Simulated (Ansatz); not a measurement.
**C2H6NOSb: up Jacob's ladder to CCSD(T)**

One table from this session's results is given with a row withheld; the runs are named, their logs left out.

Computed with Ansatz 0.2.0, Gaussian basis. Level: functionals in def2-TZVPP, the program's frozen cores in correlated methods.

Levels to be run: LDA (SPW92), PBE-D4, revPBE-D4, BLYP-D4, r2SCAN-D4, B97M-V, PBE0-D4, B3LYP-D4, r2SCANh-D4, r2SCAN0-D4, HSE06-D4, BHLYP-D4, CAM-B3LYP-D4, LC-ωPBE, ωB97X-V, ωB97M-V, B2PLYP, PBE-QIDH; CCSD(T)/def2-SVP; CCSD(T)/def2-TZVPP; MP2/def2-QZVPP; extrapolation to the limit; RPA on PBE.

### The geometry

All runs share one geometry, relaxed beforehand with PBE0-D4 in a triple-zeta def2 set. Sb takes the def2 core potential; no spin-orbit term is included.

SMILES `C/C(O)=[N]\[SbH2]`, 11 atoms, charge 0, spin multiplicity 1.

Atoms are counted from 1 here; the program's logs count them from 0.

Bond lengths: C1–C2 1.498 Å, C1–H6 1.093 Å, C1–H7 1.093 Å, C1–H8 1.088 Å, C2–O3 1.353 Å, C2–N4 1.261 Å, O3–H9 0.968 Å, N4–Sb5 2.035 Å, Sb5–H10 1.708 Å, Sb5–H11 1.722 Å. Angles: C2–C1–H6 109.5°, C2–C1–H7 110.1°, C2–C1–H8 111.5°, H6–C1–H7 107.5°, H6–C1–H8 109.0°, H7–C1–H8 109.1°, C1–C2–O3 111.3°, C1–C2–N4 129.1°, O3–C2–N4 119.5°, C2–O3–H9 105.7°, C2–N4–Sb5 122.4°, N4–Sb5–H10 92.5°, N4–Sb5–H11 98.0°, H10–Sb5–H11 91.0°.

Set-up of the first run:

in.yaml

```yaml
crystal:
  periodic: [false, false, false]
  atoms:
    - {symbol: C, position_ang: [-1.163292, -0.715819, 0.058839]}
    - {symbol: C, position_ang: [0.027633, -0.183674, 0.795182]}
    - {symbol: O, position_ang: [-0.160968, -0.229177, 2.133696]}
    - {symbol: N, position_ang: [1.104161, 0.285309, 0.334843]}
    - {symbol: Sb, position_ang: [1.526068, 0.293377, -1.656087]}
    - {symbol: H, position_ang: [-1.637056, 0.093516, -0.502466]}
    - {symbol: H, position_ang: [-0.850826, -1.476057, -0.661500]}
    - {symbol: H, position_ang: [-1.892626, -1.148563, 0.740665]}
    - {symbol: H, position_ang: [0.641628, 0.144762, 2.524153]}
    - {symbol: H, position_ang: [2.365052, 1.777759, -1.548914]}
    - {symbol: H, position_ang: [0.105627, 1.101665, -2.197911]}
basis:
  gaussian: {orbitals: def2-TZVPP}
hamiltonian: {xc: lda}
output: {orbitals: {seedname: orbitals}}
```

The run is started by

```sh
$ ansatz run in.yaml --threads 4 --pin off --events-out ev --progress --plain --max-ram 10444MiB
```

Among the steps run: LDA; PBE-D4 (GGA); revPBE-D4 (GGA); BLYP-D4 (GGA); r2SCAN-D4 (meta-GGA); B97M-V (meta-GGA); B3LYP-D4 (hybrid); r2SCANh-D4 (hybrid); r2SCAN0-D4 (hybrid); HSE06-D4 (hybrid); BHLYP-D4 (hybrid); CAM-B3LYP-D4 (range-separated); LC-ωPBE (range-separated); ωB97X-V (range-separated); ωB97M-V (range-separated); B2PLYP (double hybrid); PBE-QIDH (double hybrid).

One table of the session follows, with a row left open; its other results are not shown here.

It belongs to the step «Frontier levels by functional». 

| functional | HOMO (eV) | gap (eV) |
| --- | --- | --- |
| LDA (SPW92) | -5.84 | 4.31 |
| PBE-D4 | -5.67 | 4.36 |
| revPBE-D4 | -5.61 | 4.40 |
| BLYP-D4 | -5.55 | 4.32 |
| r2SCAN-D4 | -5.90 | 4.85 |
| B97M-V | -5.92 | 4.76 |
| PBE0-D4 | -6.80 | 6.26 |
| B3LYP-D4 | -6.62 | 5.84 |
| r2SCANh-D4 | -6.33 | 5.55 |
| r2SCAN0-D4 | ? | ? |
| HSE06-D4 | -6.41 | 5.50 |
| BHLYP-D4 | -7.79 | 8.02 |
| CAM-B3LYP-D4 | -8.07 | 8.45 |
| LC-ωPBE | -9.32 | 10.81 |
| ωB97X-V | -9.00 | 10.36 |
| ωB97M-V | -8.91 | 10.03 |

**Question.** Estimate the row for r2SCAN0-D4.

Worked estimate for «HOMO (eV)». Against the share of exact exchange, r2SCAN-D4 (0, -5.90), r2SCANh-D4 (0.1, -6.33) give a slope of -4.30 per unit share; at 0.25 the line stands at -6.97.

As computed: HOMO (eV): -6.96; gap (eV): 6.58. In «HOMO (eV)» the line misses by -0.01.
